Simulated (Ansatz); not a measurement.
# Si₂NH₇ + HF: a complex and its separated parts, part 2 of 2

Ansatz 0.2.0, Gaussian basis. The steps go on from the part before.

## (13) CAM-B3LYP-D4/def2-TZVPP

The inputs:

parta/in.yaml

```yaml
crystal:
  periodic: [false, false, false]
  atoms:
    - {symbol: Si, position_ang: [-1.016781, 0.533490, 0.372523]}
    - {symbol: H, position_ang: [-2.115965, -0.131825, -0.379428]}
    - {symbol: H, position_ang: [-1.499162, 1.842944, 0.890974]}
    - {symbol: N, position_ang: [-0.637808, -0.459561, 1.734246]}
    - {symbol: Si, position_ang: [0.758708, 0.935486, -1.116125]}
    - {symbol: H, position_ang: [-0.446639, -1.438109, 1.585957]}
    - {symbol: H, position_ang: [-0.036013, -0.090581, 2.453810]}
    - {symbol: H, position_ang: [1.885193, 1.615304, -0.415351]}
    - {symbol: H, position_ang: [1.278546, -0.348033, -1.668057]}
    - {symbol: H, position_ang: [0.337595, 1.794524, -2.258799]}
basis:
  gaussian: {orbitals: def2-TZVPP}
hamiltonian: {xc: {name: CAM-B3LYP}, dispersion: d4}
```

partb/in.yaml

```yaml
crystal:
  periodic: [false, false, false]
  atoms:
    - {symbol: F, position_ang: [0.605241, -2.475949, -0.335564]}
    - {symbol: H, position_ang: [0.887183, -1.777693, -0.864084]}
basis:
  gaussian: {orbitals: def2-TZVPP}
hamiltonian: {xc: {name: CAM-B3LYP}, dispersion: d4}
```

Each run has its own folder and the same command.

On the command line:

```bash
$ ansatz run in.yaml --threads 4 --pin off --events-out ev --progress --plain --max-ram 9574MiB
```

Log of parta, cut to the lines that bear on the results:

```text
Functional definition: CAM-B3LYP
  name "CAM-B3LYP"
  cite "Yanai, Tew & Handy, Chem. Phys. Lett. 393, 51 (2004) doi:10.1016/j.cplett.2004.06.011"
  cite "Iikura, Tsuneda, Yanai & Hirao, J. Chem. Phys. 115, 3540 (2001) doi:10.1063/1.1383587"
  cite "Becke, Phys. Rev. A 38, 3098 (1988) doi:10.1103/PhysRevA.38.3098"
  cite "Lee, Yang & Parr, Phys. Rev. B 37, 785 (1988) doi:10.1103/PhysRevB.37.785"
[...]
  # Exact exchange under (alpha + beta erf(omega r))/r, Becke's under what is left of 1/r.
[...]
1150 factors; their error is unknown
312 factors; integrals over basis functions are off by at most 1.6e-5 eV
[...]
mean field -17360.55961569 eV, -637.9887984666 hartree, gradient 7.1e-5 eV, S^2 0.000000; 0 other end points of the search recorded, 0 dependent functions left out
reference -17360.55975084 eV, -637.9888034335 hartree; 21, 21 occupied and 192, 192 virtual orbitals, 1150 factors
Total energy: -17360.71875344 eV, -637.9946466711 hartree
```

Log of partb, cut to the lines that bear on the results:

```text
[... 6 set-up lines as earlier in the session ...]
[...]
  # Exact exchange under (alpha + beta erf(omega r))/r, Becke's under what is left of 1/r.
[...]
215 factors; their error is unknown
48 factors; integrals over basis functions are off by at most 4.9e-5 eV
[...]
mean field -2733.85902400 eV, -100.4674660558 hartree, gradient 6.2e-5 eV, S^2 0.000000; 0 other end points of the search recorded, 0 dependent functions left out
reference -2733.85906813 eV, -100.4674676775 hartree; 5, 5 occupied and 40, 40 virtual orbitals, 215 factors
Total energy: -2733.86050844 eV, -100.4675206078 hartree
```

Times: 1.9 s (parta), 0.15 s (partb) on 4 threads of Arm Neoverse V1, shared host.

## (14) wB97X-V/def2-TZVPP

The same edit goes into each in.yaml of step 13 (parta, partb):

```diff
-hamiltonian: {xc: {name: CAM-B3LYP}, dispersion: d4}
+hamiltonian: {xc: {name: wB97X-V}}
```

One command serves all of them, each in its own folder.

On the command line:

```bash
$ ansatz run in.yaml --threads 4 --pin off --events-out ev --progress --plain --max-ram 9574MiB
```

Log of parta, cut to the lines that bear on the results:

```text
Functional definition: wB97X-V
  name "wB97X-V"
  cite "Mardirossian & Head-Gordon, Phys. Chem. Chem. Phys. 16, 9904 (2014) doi:10.1039/C3CP54374A"
[... 2 set-up lines as earlier in the session ...]
[...]
      + integral(e_c_pw_opposite_spin*poly(b97_u_opposite, cos0, cos1)) + vv10(b, c)
1150 factors; their error is unknown
281 factors; integrals over basis functions are off by at most 1.3e-5 eV
[...]
mean field -17358.00317972 eV, -637.8948511776 hartree, gradient 5.6e-5 eV, S^2 0.000000; 0 other end points of the search recorded, 0 dependent functions left out
reference -17358.00317739 eV, -637.8948510920 hartree; 21, 21 occupied and 192, 192 virtual orbitals, 1150 factors
Total energy: -17358.00317739 eV, -637.8948510920 hartree
```

Log of partb, cut to the lines that bear on the results:

```text
[... 5 set-up lines as earlier in the session ...]
[...]
      + integral(e_c_pw_opposite_spin*poly(b97_u_opposite, cos0, cos1)) + vv10(b, c)
215 factors; their error is unknown
48 factors; integrals over basis functions are off by at most 2.2e-5 eV
[...]
mean field -2733.49560582 eV, -100.4541106841 hartree, gradient 1.0e-5 eV, S^2 0.000000; 0 other end points of the search recorded, 0 dependent functions left out
reference -2733.49560523 eV, -100.4541106623 hartree; 5, 5 occupied and 40, 40 virtual orbitals, 215 factors
Total energy: -2733.49560523 eV, -100.4541106623 hartree
```

They took 4.8 s (parta), 0.3 s (partb) on 4 threads of Arm Neoverse V1, shared host.

## (15) wB97M-V/def2-TZVPP

Each input of step 14 (parta, partb) changes in the same lines:

```diff
-hamiltonian: {xc: {name: wB97X-V}}
+hamiltonian: {xc: {name: wB97M-V}}
```

The same command starts each run, in its folder.

On the command line:

```bash
$ ansatz run in.yaml --threads 4 --pin off --events-out ev --progress --plain --max-ram 9574MiB
```

Output in parta, cut to the lines that bear on the results:

```text
Functional definition: wB97M-V
  name "wB97M-V"
  cite "Mardirossian & Head-Gordon, J. Chem. Phys. 144, 214110 (2016) doi:10.1063/1.4952647"
[... 2 set-up lines as earlier in the session ...]
  # Of w^i u^j: cxij and so on, Table III.
[...]
  gx(w, u) = 1 - cx + cx01*u + cx10*w
[...]
      + integral(e_c_pw_mod_opposite_spin*gos(b97_w_opposite, b97_u_opposite)) + vv10(b, c)
1150 factors; their error is unknown
281 factors; integrals over basis functions are off by at most 1.3e-5 eV
[...]
mean field -17358.63072814 eV, -637.9179131565 hartree, gradient 1.7e-5 eV, S^2 0.000000; 0 other end points of the search recorded, 0 dependent functions left out
reference -17358.63078465 eV, -637.9179152333 hartree; 21, 21 occupied and 192, 192 virtual orbitals, 1150 factors
Total energy: -17358.63078465 eV, -637.9179152333 hartree
```

Log of partb, cut to the lines that bear on the results:

```text
[... 5 set-up lines as earlier in the session ...]
  # Of w^i u^j: cxij and so on, Table III.
[...]
  gx(w, u) = 1 - cx + cx01*u + cx10*w
[...]
      + integral(e_c_pw_mod_opposite_spin*gos(b97_w_opposite, b97_u_opposite)) + vv10(b, c)
215 factors; their error is unknown
48 factors; integrals over basis functions are off by at most 2.2e-5 eV
[...]
mean field -2733.67553188 eV, -100.4607228446 hartree, gradient 1.2e-5 eV, S^2 0.000000; 0 other end points of the search recorded, 0 dependent functions left out
reference -2733.67554654 eV, -100.4607233835 hartree; 5, 5 occupied and 40, 40 virtual orbitals, 215 factors
Total energy: -2733.67554654 eV, -100.4607233835 hartree
```

They took 5.5 s (parta), 0.3 s (partb) on 4 threads of Arm Neoverse V1, shared host.

## (16) B2PLYP/def2-TZVPP

The same edit goes into each in.yaml of step 15 (parta, partb):

```diff
-hamiltonian: {xc: {name: wB97M-V}}
+hamiltonian: {xc: {name: B2PLYP}}
```

The same command starts each run, in its folder.

On the command line:

```bash
$ ansatz run in.yaml --threads 4 --pin off --events-out ev --progress --plain --max-ram 9574MiB
```

Log of parta, cut to the lines that bear on the results:

```text
Functional definition: B2PLYP
  name "B2PLYP"
  cite "Grimme, J. Chem. Phys. 124, 034108 (2006) doi:10.1063/1.2148954"
[... 2 set-up lines as earlier in the session ...]
[...]
1202 factors; integrals over basis functions are off by at most 9.7e-4 eV
[...]
mean field -17348.74075332 eV, -637.5544632858 hartree, gradient 4.6e-6 eV, S^2 0.000000; 0 other end points of the search recorded, 0 dependent functions left out
11 core orbitals not correlated: weight in the atoms' cores, before any rotation towards them, 1.000 or more for the frozen orbitals, at most 0.000 for the correlated occupied ones
reference -17348.74092967 eV, -637.5544697664 hartree; 10, 10 occupied and 192, 192 virtual orbitals, 1202 factors
second order -15.75099447 eV of doubles, -0.00000000 eV of singles
Total energy: -17352.99369818 eV, -637.7107561264 hartree
```

Log of partb, cut to the lines that bear on the results:

```text
[... 5 set-up lines as earlier in the session ...]
[...]
287 factors; integrals over basis functions are off by at most 1.0e-3 eV
[...]
mean field -2730.72526883 eV, -100.3523026774 hartree, gradient 1.4e-6 eV, S^2 0.000000; 0 other end points of the search recorded, 0 dependent functions left out
1 core orbitals not correlated: weight in the atoms' cores, before any rotation towards them, 1.000 or more for the frozen orbitals, at most 0.000 for the correlated occupied ones
reference -2730.72532553 eV, -100.3523047610 hartree; 4, 4 occupied and 40, 40 virtual orbitals, 287 factors
second order -8.59392665 eV of doubles, -0.00000000 eV of singles
Total energy: -2733.04568572 eV, -100.4375764254 hartree
```

They took 3.2 s (parta), 0.2 s (partb) on 4 threads of Arm Neoverse V1, shared host.

## (17) PBE-QIDH/def2-TZVPP

Each input of step 16 (parta, partb) changes in the same lines:

```diff
-hamiltonian: {xc: {name: B2PLYP}}
+hamiltonian: {xc: {name: PBE-QIDH}}
```

The same command starts each run, in its folder.

On the command line:

```bash
$ ansatz run in.yaml --threads 4 --pin off --events-out ev --progress --plain --max-ram 9574MiB
```

parta printed, cut to the lines that bear on the results:

```text
Functional definition: PBE-QIDH
  name "PBE-QIDH"
  cite "Brémond, Sancho-García, Pérez-Jiménez & Adamo, J. Chem. Phys. 141, 031101 (2014) doi:10.1063/1.4890314"
[... 1 set-up line as earlier in the session ...]
[...]
1202 factors; integrals over basis functions are off by at most 9.7e-4 eV
[...]
mean field -17342.71593881 eV, -637.3330554362 hartree, gradient 4.1e-6 eV, S^2 0.000000; 0 other end points of the search recorded, 0 dependent functions left out
11 core orbitals not correlated: weight in the atoms' cores, before any rotation towards them, 1.000 or more for the frozen orbitals, at most 0.000 for the correlated occupied ones
reference -17342.71595268 eV, -637.3330559459 hartree; 10, 10 occupied and 192, 192 virtual orbitals, 1202 factors
second order -14.62447879 eV of doubles, -0.00000000 eV of singles
Total energy: -17347.59077894 eV, -637.5122025068 hartree
```

Log of partb, cut to the lines that bear on the results:

```text
[... 4 set-up lines as earlier in the session ...]
[...]
287 factors; integrals over basis functions are off by at most 1.0e-3 eV
[...]
mean field -2728.92255553 eV, -100.2860541857 hartree, gradient 3.8e-6 eV, S^2 0.000000; 0 other end points of the search recorded, 0 dependent functions left out
1 core orbitals not correlated: weight in the atoms' cores, before any rotation towards them, 1.000 or more for the frozen orbitals, at most 0.000 for the correlated occupied ones
reference -2728.92255889 eV, -100.2860543090 hartree; 4, 4 occupied and 40, 40 virtual orbitals, 287 factors
second order -8.07144542 eV of doubles, -0.00000000 eV of singles
Total energy: -2731.61304069 eV, -100.3849276917 hartree
```

They took 3.2 s (parta), 0.2 s (partb) on 4 threads of Arm Neoverse V1, shared host.

## (18) RPA on PBE/def2-TZVPP

Each input of step 17 (parta, partb) changes in the same lines:

```diff
-hamiltonian: {xc: {name: PBE-QIDH}}
+hamiltonian: {xc: pbe}
+correlation: {method: rpa}
```

Each run has its own folder and the same command.

On the command line:

```bash
$ ansatz run in.yaml --threads 4 --pin off --events-out ev --progress --plain --max-ram 9574MiB
```

parta printed, cut to the lines that bear on the results:

```text
[... 4 set-up lines as earlier in the session ...]
[...]
1202 factors; integrals over basis functions are off by at most 9.7e-4 eV
[...]
mean field -17350.56443471 eV, -637.6214823406 hartree, gradient 2.9e-6 eV, S^2 0.000000; 0 other end points of the search recorded, 0 dependent functions left out
11 core orbitals not correlated: weight in the atoms' cores, before any rotation towards them, 1.000 or more for the frozen orbitals, at most 0.000 for the correlated occupied ones
reference -17317.57933499 eV, -636.4093022839 hartree; 10, 10 occupied and 192, 192 virtual orbitals, 1202 factors
Total energy: -17341.36639348 eV, -637.2834605602 hartree
```

Log of partb, cut to the lines that bear on the results:

```text
[... 4 set-up lines as earlier in the session ...]
[...]
287 factors; integrals over basis functions are off by at most 1.0e-3 eV
[...]
mean field -2731.84354629 eV, -100.3933986159 hartree, gradient 9.2e-7 eV, S^2 0.000000; 0 other end points of the search recorded, 0 dependent functions left out
1 core orbitals not correlated: weight in the atoms' cores, before any rotation towards them, 1.000 or more for the frozen orbitals, at most 0.000 for the correlated occupied ones
reference -2722.68132850 eV, -100.0566933226 hartree; 4, 4 occupied and 40, 40 virtual orbitals, 287 factors
Total energy: -2733.63264968 eV, -100.4591469529 hartree
```

Wall times: 3 s (parta), 0.2 s (partb) on 4 threads of Arm Neoverse V1, shared host.

## (19) CCSD(T)/def2-TZVPP

The same edit goes into each in.yaml of step 18 (parta, partb):

```diff
-hamiltonian: {xc: pbe}
-correlation: {method: rpa}
+correlation: {method: ccsd_t}
```

One command serves all of them, each in its own folder.

On the command line:

```bash
$ ansatz run in.yaml --threads 4 --pin off --events-out ev --progress --plain --max-ram 9574MiB
```

Log of parta, cut to the lines that bear on the results:

```text
Functional definition: HF
  name "HF"
  cite "Fock, Z. Phys. 61, 126 (1930) doi:10.1007/BF01340294"
[... 1 set-up line as earlier in the session ...]
[...]
1202 factors; integrals over basis functions are off by at most 9.7e-4 eV
[...]
mean field -17318.80205820 eV, -636.4542365331 hartree, gradient 5.7e-6 eV, S^2 0.000000; 0 other end points of the search recorded, 0 dependent functions left out
11 core orbitals not correlated: weight in the atoms' cores, before any rotation towards them, 1.000 or more for the frozen orbitals, at most 0.000 for the correlated occupied ones
reference -17318.80205820 eV, -636.4542365331 hartree; 10, 10 occupied and 192, 192 virtual orbitals, 1202 factors
second order -12.91232671 eV of doubles, -0.00000000 eV of singles
cycle   1  -13.83259853 eV  change   -9.2e-1 eV  update   8.4e-2
[...]
cycle   9  -14.31025682 eV  change   -1.4e-5 eV  update   2.1e-5
perturbative correction -0.49061154 eV, -0.0180296416 hartree
Total energy: -17333.60292656 eV, -636.9981584131 hartree
```

Output in partb, cut to the lines that bear on the results:

```text
[... 4 set-up lines as earlier in the session ...]
[...]
287 factors; integrals over basis functions are off by at most 1.0e-3 eV
[...]
mean field -2722.91278016 eV, -100.0651990143 hartree, gradient 4.5e-6 eV, S^2 0.000000; 0 other end points of the search recorded, 0 dependent functions left out
1 core orbitals not correlated: weight in the atoms' cores, before any rotation towards them, 1.000 or more for the frozen orbitals, at most 0.000 for the correlated occupied ones
reference -2722.91278016 eV, -100.0651990143 hartree; 4, 4 occupied and 40, 40 virtual orbitals, 287 factors
second order -7.36479028 eV of doubles, -0.00000000 eV of singles
cycle   1  -7.29616965 eV  change    6.9e-2 eV  update   3.9e-2
[...]
cycle   8  -7.43084010 eV  change    4.8e-7 eV  update   3.3e-6
perturbative correction -0.17033120 eV, -0.0062595561 hartree
Total energy: -2730.51395146 eV, -100.3445369074 hartree
```

Times: 32 s (parta), 0.2 s (partb) on 4 threads of Arm Neoverse V1, shared host; peak memory 2.8 GiB.

## (20) Vibrations of Si₂NH₇

Input file vib-parta/in.yaml:

```yaml
crystal:
  periodic: [false, false, false]
  atoms:
    - {symbol: Si, position_ang: [-1.016781, 0.533490, 0.372523]}
    - {symbol: H, position_ang: [-2.115965, -0.131825, -0.379428]}
    - {symbol: H, position_ang: [-1.499162, 1.842944, 0.890974]}
    - {symbol: N, position_ang: [-0.637808, -0.459561, 1.734246]}
    - {symbol: Si, position_ang: [0.758708, 0.935486, -1.116125]}
    - {symbol: H, position_ang: [-0.446639, -1.438109, 1.585957]}
    - {symbol: H, position_ang: [-0.036013, -0.090581, 2.453810]}
    - {symbol: H, position_ang: [1.885193, 1.615304, -0.415351]}
    - {symbol: H, position_ang: [1.278546, -0.348033, -1.668057]}
    - {symbol: H, position_ang: [0.337595, 1.794524, -2.258799]}
basis:
  gaussian: {orbitals: def2-TZVP}
hamiltonian: {xc: pbe0, dispersion: d4}
phonons: {temperatures: {t_min: 298.15, t_max: 900, t_step: 200}}
```

On the command line:

```bash
$ ansatz run in.yaml --threads 4 --pin off --events-out ev --progress --plain --max-ram 9574MiB
```

Output, cut to the lines that bear on the results:

```text
[... 5 set-up lines as earlier in the session ...]
[...]
999 factors; their error is unknown
[...]
mean field -17352.33542098 eV, -637.6865648856 hartree, gradient 2.3e-5 eV, S^2 0.000000; 0 other end points of the search recorded, 0 dependent functions left out
[...]
Atom 8 at     1.278546    -0.348033    -1.668057 Å, force    -0.000041    -0.000033    -0.000147 eV/Å
Atom 9 at     0.337595     1.794524    -2.258799 Å, force     0.000091     0.000200     0.000035 eV/Å
Dipole moment:     0.140251    -0.155467     0.176180 e Å
Vibrations: 106.16 131.62 149.72 334.33 401.06 423.93 507.34 557.72 723.77 825.64 836.30 891.81 916.43 919.99 937.47 943.06 1584.17 2197.33 2205.07 2206.34 2212.76 2216.95 3594.91 3686.66 cm⁻¹, zero-point energy 1.829420 eV
```

Wall time 57 s (4 threads of Arm Neoverse V1, shared host).

Wavenumbers and character of the modes:

```
mode  wavenumber (cm⁻¹)               character
   1                106                 torsion
   2                132                 torsion
   3                150                    bend
   4                334       bend with torsion
   5                401           Si–Si stretch
   6                424                 torsion
   7                507                    bend
   8                558       bend with torsion
   9                724                    bend
  10                826                    bend
  11                836  Si–N stretch with bend
  12                892       bend with torsion
  13                916                    bend
  14                920       bend with torsion
  15                937       bend with torsion
  16                943       bend with torsion
  17               1584                    bend
  18               2197            Si–H stretch
  19               2205            Si–H stretch
  20               2206            Si–H stretch
  21               2213            Si–H stretch
  22               2217            Si–H stretch
  23               3595             N–H stretch
  24               3687             N–H stretch
```

Vibrational sums (real modes only):

| T (K) | entropy (J/mol/K) | heat capacity (J/mol/K) |
| --- | --- | --- |
| 298 | 60.6 | 71.3 |
| 498 | 106.0 | 105.7 |
| 698 | 145.5 | 128.0 |
| 898 | 179.8 | 144.0 |

## (21) Vibrations of HF

Input file vib-partb/in.yaml:

```yaml
crystal:
  periodic: [false, false, false]
  atoms:
    - {symbol: F, position_ang: [0.605241, -2.475949, -0.335564]}
    - {symbol: H, position_ang: [0.887183, -1.777693, -0.864084]}
basis:
  gaussian: {orbitals: def2-TZVP}
hamiltonian: {xc: pbe0, dispersion: d4}
phonons: {temperatures: {t_min: 298.15, t_max: 900, t_step: 200}}
```

On the command line:

```bash
$ ansatz run in.yaml --threads 4 --pin off --events-out ev --progress --plain --max-ram 9574MiB
```

Output, cut to the lines that bear on the results:

```text
[... 5 set-up lines as earlier in the session ...]
[...]
200 factors; their error is unknown
[...]
mean field -2731.80169988 eV, -100.3918607887 hartree, gradient 6.9e-6 eV, S^2 0.000000; 0 other end points of the search recorded, 0 dependent functions left out
[...]
reference -2731.80150893 eV, -100.3918537716 hartree; 5, 5 occupied and 32, 32 virtual orbitals, 200 factors
Total energy: -2731.80322159 eV, -100.3919167105 hartree
Atom 0 at     0.605241    -2.475949    -0.335564 Å, force    -0.001131    -0.002800     0.002120 eV/Å
Atom 1 at     0.887183    -1.777693    -0.864084 Å, force     0.001131     0.002800    -0.002120 eV/Å
Dipole moment:     0.122831     0.304203    -0.230255 e Å
Vibrations: 4153.79 cm⁻¹, zero-point energy 0.257502 eV
```

Run time: 0.85 s. Hardware: 4 threads of Arm Neoverse V1, shared host.

Wavenumbers and character of the modes:

```
mode  wavenumber (cm⁻¹)    character
   1               4154  F–H stretch
```

Vibrational sums (real modes only):

```csv
T (K),entropy (J/mol/K),heat capacity (J/mol/K)
298,0.0,0.0
498,0.0,0.0
698,0.0,0.1
898,0.1,0.5
```

## (22) Complex less separated parts

The complex's own energies come from single points at the same levels.

Rows are in def2-TZVPP; times add the 3 runs of a level on a shared host, so small differences are noise.

Differences are taken before rounding.

```csv
method,rung,complex less parts (kJ/mol),from CCSD(T) (kJ/mol),time
SPW92,LDA,-37.3,-21.7,2.2 s
PBE-D4,GGA,-24.7,-9.2,3.6 s
BLYP-D4,GGA,-22.2,-6.7,3.6 s
r2SCAN-D4,meta-GGA,-21.8,-6.3,7.1 s
B97M-V,meta-GGA,-21.4,-5.9,17 s
PBE0-D4,hybrid,-20.8,-5.2,5.4 s
B3LYP-D4,hybrid,-20.6,-5.1,4.3 s
r2SCAN0-D4,hybrid,-19.7,-4.2,7.9 s
BHLYP-D4,hybrid,-18.8,-3.3,4.3 s
CAM-B3LYP-D4,range-separated hybrid,-21.7,-6.2,5.3 s
wB97X-V,range-separated hybrid,-19.4,-3.8,12 s
wB97M-V,range-separated hybrid,-20.1,-4.6,14 s
B2PLYP,double hybrid,-15.6,0.0,9.4 s
PBE-QIDH,double hybrid,-15.8,-0.3,8.9 s
RPA on PBE,RPA,-11.9,+3.6,8.7 s
Hartree-Fock,wavefunction,-2.2,+13.4,
MP2,wavefunction,-15.6,0.0,
CCSD,wavefunction,-13.3,+2.3,
CCSD(T),wavefunction,-15.6,0,3 min
```

Among the levels timed on like hardware and quicker than the yardstick, those that no quicker one beats, quickest first: SPW92 (2.2 s, -21.7 kJ/mol); BLYP-D4 (3.6 s, -6.7 kJ/mol); B3LYP-D4 (4.3 s, -5.1 kJ/mol); BHLYP-D4 (4.3 s, -3.3 kJ/mol); PBE-QIDH (8.9 s, -0.3 kJ/mol); B2PLYP (9.4 s, 0.0 kJ/mol).

For cost: B2PLYP gets within 0.0 kJ/mol in 9.4 s, where CCSD(T) took 3 min; the quickest level in the cost chart, SPW92, takes 2.2 s and misses by 21.7 kJ/mol.

The complex's zero-point energy, from a separate PBE0-D4 run, is 2.156 eV.

## (23) Results

What follows sums up all 2 parts.

```
                              quantity         value
complex less parts, CCSD(T)/def2-TZVPP  -15.6 kJ/mol
                with zero-point energy   -8.9 kJ/mol
                 largest T1 diagnostic         0.012
```

At CCSD(T) the complex lies 15.6 kJ/mol below its parts. The functionals run from B2PLYP, off by 0.0 kJ/mol, to SPW92, off by -21.7 kJ/mol, against CCSD(T). By rung, the mean size of the error is: LDA 21.7, GGA 7.9, meta-GGA 6.1, hybrid 4.4, range-separated hybrid 4.9, double hybrid 0.1 kJ/mol. PBE-D4 gives a relative energy 9.2 kJ/mol too low, outside chemical accuracy (1 kcal/mol, 4.2 kJ/mol). No counterpoise was applied, and triple zeta lacks some correlation, so the CCSD(T) reference has a basis error of its own, and close matches with it are partly luck.
